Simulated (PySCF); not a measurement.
**Solver options tried on RbSb (triplet)**

Aim: find out which solver settings change the answer for RbSb (triplet).

Method: each script names its method and basis; program: PySCF 2.14.0.

5 further runs of the same task are left out: 1 for a known fault of the program, 4 that didn't finish.

## (1) Where the work starts

RbSb (triplet): 2 atoms, charge 0, spin multiplicity 3.

No contacts short enough for the rule that draws bonds.

## (2) The run that the others are compared with

input.py reads:

```python
from pyscf import gto, scf, mp

mol = gto.M(
    atom='Rb 0 0 0; Sb 0 0 3.939',
    basis='def2-svpd',
    ecp={'Rb': 'def2-svpd', 'Sb': 'def2-svpd'},
    charge=0,
    spin=2,
    verbose=4,
)
mf = scf.UHF(mol)
mf.kernel()
mp.MP2(mf, frozen=4).kernel()
mf.dip_moment()
print('orbital energies (hartree):', [e[max(0, n-3):n+3].round(4) for e, n in zip(mf.mo_energy, mol.nelec)])
```

The run is started by

```console
python input.py
```

The log of this run is left out.

It gives: E(SCF) = -263.081658 Eh, E(MP2) − E(SCF) = -0.13749 Eh, ⟨S²⟩ = 2.298, μ = 9.18 D (of the SCF density).

The bond length is a typed value, not an optimised one. The triplet is typed in the script; nothing here shows that it is the ground state.

## (3) Initial guess random

Variant 1 changes initial guess: minao → random.

input.py reads:

```python
from pyscf import gto, scf, mp

mol = gto.M(
    atom='Rb 0 0 0; Sb 0 0 3.939',
    basis='def2-svpd',
    ecp={'Rb': 'def2-svpd', 'Sb': 'def2-svpd'},
    charge=0,
    spin=2,
    verbose=4,
)
mf = scf.UHF(mol)
mf.init_guess = 'random'
mf.kernel()
mp.MP2(mf, frozen=4).kernel()
mf.dip_moment()
print('orbital energies (hartree):', [e[max(0, n-3):n+3].round(4) for e, n in zip(mf.mo_energy, mol.nelec)])
```

The run is started by

```console
python input.py
```

## (4) Level shift 0.3 hartree

Variant 2 changes level shift: none → 0.3 hartree.

Edit input.py of step 2 so:

```diff
@@ -11,2 +11,3 @@
 mf = scf.UHF(mol)
+mf.level_shift = 0.3
 mf.kernel()
```

## (5) Smearing width 0.01 hartree

Variant 3 changes smearing width: none → 0.01 hartree; step after the SCF: mp2 → none.

Edit input.py of step 2 so:

```diff
@@ -1,2 +1,2 @@
-from pyscf import gto, scf, mp
+from pyscf import gto, scf
 
@@ -11,4 +11,4 @@
 mf = scf.UHF(mol)
+mf = scf.addons.smearing_(mf, sigma=0.01, method='fermi')
 mf.kernel()
-mp.MP2(mf, frozen=4).kernel()
 mf.dip_moment()
```

**Question.** What will these runs give? Wanted: for each run, E(SCF); from base; gap, α spin; SCF dipole; after the SCF.

The runs gave:

```csv
run,E(SCF) (hartree),from base (eV),cycles,"gap, α spin (eV)",SCF dipole (D),after the SCF
base,-263.081658,0,18,6.65,9.18,"MP2 correlation -3.741 eV, core frozen"
initial guess random,-263.081658,0.0000,18,6.65,9.18,"MP2 correlation -3.741 eV, core frozen"
level shift 0.3 hartree,-263.081658,0.0000,44,6.65,9.18,"MP2 correlation -3.741 eV, core frozen"
smearing width 0.01 hartree,-262.915629,not comparable,17,n/a,12.64,n/a
```

Distance from each run's final energy (log10 hartree) by cycle:

```csv
run,cycle 1,cycle 2,cycle 3,cycle 5,cycle 8,cycle 12
base,-0.2,-0.3,-1.3,-2.8,-3.1,-4.7
initial guess random,-0.2,-0.3,-1.3,-2.8,-3.1,-4.7
level shift 0.3 hartree,-0.3,-1.6,-2.2,-2.7,-2.9,-3.1
smearing width 0.01 hartree,-0.1,0.2,-0.8,-2.5,-4.8,-7.3
```

The SCF energy stays the same, to the digits that matter, with initial guess random or level shift 0.3 hartree. PySCF falls back to minao for a guess that it doesn't know or can't read, so that run repeats the base. The base needs 18 cycles and the run with level shift 0.3 hartree needs 44.
